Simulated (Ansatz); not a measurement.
# Li: the cost of one run

Program: Ansatz 0.2.0. Level of theory: DFT PBE+D3(BJ), plane waves, PAW, scalar-relativistic, no spin polarisation. These are calculated values, not measurements.

## Step 1: The structure to begin with

The cell holds 16 atoms (Li16): a = 7.205 Å, b = 7.205 Å, c = 7.205 Å, α = 90.00°, β = 90.00°, γ = 90.00°.

Coordinates:

```cif
data_structure
_symmetry_space_group_name_H-M 'P 1'
_symmetry_Int_Tables_number 1
_cell_length_a 7.2053
_cell_length_b 7.2053
_cell_length_c 7.2053
_cell_angle_alpha 90.000
_cell_angle_beta 90.000
_cell_angle_gamma 90.000
_cell_volume 374.08
loop_
_atom_site_label
_atom_site_type_symbol
_atom_site_fract_x
_atom_site_fract_y
_atom_site_fract_z
_atom_site_occupancy
Li1 Li 0.00000 0.00000 0.00000 1
Li2 Li 0.50000 0.00000 0.00000 1
Li3 Li 0.00000 0.50000 0.00000 1
Li4 Li 0.00000 0.00000 0.50000 1
Li5 Li 0.25000 0.25000 0.25000 1
Li6 Li 0.50000 0.50000 0.00000 1
Li7 Li 0.50000 0.00000 0.50000 1
Li8 Li 0.75000 0.25000 0.25000 1
Li9 Li 0.00000 0.50000 0.50000 1
Li10 Li 0.25000 0.75000 0.25000 1
Li11 Li 0.25000 0.25000 0.75000 1
Li12 Li 0.50000 0.50000 0.50000 1
Li13 Li 0.75000 0.75000 0.25000 1
Li14 Li 0.75000 0.25000 0.75000 1
Li15 Li 0.25000 0.75000 0.75000 1
Li16 Li 0.75000 0.75000 0.75000 1
```

## Step 2: Run 1

120 steps of 1.5 fs under a Langevin thermostat at 900 K.

File input.yaml:

```yaml
crystal:
  lattice:
    - [7.205315, 0.0, 0.0]
    - [0.0, 7.205315, 0.0]
    - [0.0, 0.0, 7.205315]
  atoms:
    - { symbol: Li, position: [0.0, 0.0, 0.0] }
    - { symbol: Li, position: [0.5, 0.0, 0.0] }
    - { symbol: Li, position: [0.0, 0.5, 0.0] }
    - { symbol: Li, position: [0.0, 0.0, 0.5] }
    - { symbol: Li, position: [0.25, 0.25, 0.25] }
    - { symbol: Li, position: [0.5, 0.5, 0.0] }
    - { symbol: Li, position: [0.5, 0.0, 0.5] }
    - { symbol: Li, position: [0.75, 0.25, 0.25] }
    - { symbol: Li, position: [0.0, 0.5, 0.5] }
    - { symbol: Li, position: [0.25, 0.75, 0.25] }
    - { symbol: Li, position: [0.25, 0.25, 0.75] }
    - { symbol: Li, position: [0.5, 0.5, 0.5] }
    - { symbol: Li, position: [0.75, 0.75, 0.25] }
    - { symbol: Li, position: [0.75, 0.25, 0.75] }
    - { symbol: Li, position: [0.25, 0.75, 0.75] }
    - { symbol: Li, position: [0.75, 0.75, 0.75] }
basis:
  ecutwfc: 420.0
kpoints:
  mp_grid: { grid: [2, 2, 2] }
hamiltonian:
  xc: pbe
  dispersion: d3bj
scf:
  occupations: { method: fermi_dirac, width: 0.1 }
  lower_state_search: "off"
md:
  timestep: 1.5
  n_steps: 120
  ensemble: nvt_langevin
  temperature: 900.0
  initial_velocities: maxwell_boltzmann
  seed: 996234
  friction: 0.02
```

The run is started by

```
> ansatz run input.yaml --threads 1 --pin off --max-ram 3072MiB --backend cpu --events-out ev --progress --plain --runs-dir out
```

What time and memory should one allow on 1 thread of Arm Neoverse V2, shared host?

About 7.2 min, with a peak of 0.59 GiB.
